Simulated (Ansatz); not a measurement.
# La2O3 (P-3m1): cell relaxations under several functionals, by script

The task is cell relaxations under several functionals, for La2O3 (P-3m1).

Program: Ansatz 0.2.0 through its Python package. The levels of theory stand in the script. These are calculated values, not measurements.

**1. Starting point**

Symmetry: P-3m1, No. 164, trigonal system. Conventional cell: a = 3.931 Å, b = 3.931 Å, c = 6.112 Å, α = 90.00°, β = 90.00°, γ = 120.00°. Around La (site symmetry 3m) lie 7 O at 2.36 to 2.72 Å. O (site symmetry 3m) is surrounded by 4 La at 2.36 to 2.44 Å. Around O (site symmetry -3m) lie 6 La at 2.72 Å.

No structure file is read: the coordinates are typed or built in the script.

**2. The code**

Contents of lattice_la2o3.py:

```python
import ansatz as az
import numpy as np
from pymatgen.core import Lattice, Structure
from pymatgen.io.ase import AseAtomsAdaptor

def edges_and_angles(cell):
    cell = np.asarray(cell)
    a, b, c = np.linalg.norm(cell, axis=1)
    cosines = cell[1] @ cell[2] / (b * c), cell[0] @ cell[2] / (a * c), cell[0] @ cell[1] / (a * b)
    return (a, b, c, *np.degrees(np.arccos(cosines)))


def main() -> None:
    pmg_structure = Structure(
        Lattice([(3.93077788, 0.0, 0.0), (-1.96538894, 3.4041535, 0.0), (0.0, 0.0, 6.11195352)]),
        ['La', 'La', 'O', 'O', 'O'],
        [
            (2 / 3, 1 / 3, 0.75376432),
            (1 / 3, 2 / 3, 0.24623568),
            (2 / 3, 1 / 3, 0.35410935),
            (1 / 3, 2 / 3, 0.64589065),
            (0.0, 0.0, 0.0),
        ],
    )
    la2o3 = az.Crystal.from_ase(AseAtomsAdaptor.get_atoms(pmg_structure))

    calculation = la2o3.calculation()
    calculation = calculation.kpoints(6, 6, 4)
    calculation = calculation.occupations('fixed')
    calculation = calculation.relax(cell=True)

    levels = [('pbe', 'd3bj'), ('pbe', 'd4'), ('r2scan', 'none')]
    print('level            a       b       c    alpha   beta  gamma  V/atom  steps')
    for name, dispersion in levels:
        seen = []
        run = calculation.functional(name, dispersion=dispersion).session().plan()
        done = run.execute(on_event=lambda e: seen.append(e) if e['event'] == 'relax_step' else None)
        cell = done.lattice.cell_ang
        label = name if dispersion == 'none' else f'{name}+{dispersion}'
        print('{:13s} {:7.4f} {:7.4f} {:7.4f} {:6.2f} {:6.2f} {:6.2f}'.format(label, *edges_and_angles(cell)), f'{abs(np.linalg.det(cell)) / len(done.lattice.sites):7.3f} {len(seen):5d}')


if __name__ == '__main__':
    main()
```

**3. Running it**

Launch:

```bash
> python lattice_la2o3.py
```

**Question.** Rank the levels of theory by the volume of the relaxed cell.

**Answer**, as computed:

| quantity | value |
| --- | --- |
| runs compared | 3 |
| relaxed volume | 16.24 (pbe d4) to 16.43 Å³/atom (r2scan) |
| gap on the mesh | 3.85 (run 1) to 4.23 eV (run 3) |

**Reading.** From smallest to largest: PBE+D4 (16.24 Å³ an atom, -0.7 % against the start), PBE+D3BJ (16.26 Å³ an atom, -0.6 % against the start) and r2SCAN (16.43 Å³ an atom, +0.5 % against the start). The spread is 1.2 % in volume. In run 1, over 2 moves the cell shrank by 0.6 % in volume, and the space group stayed P-3m1. In run 3, the volume grew by 0.5 % over 2 moves, and the space group stayed P-3m1. The structure comes from a database of computed cells and needn't be a stable or known phase.
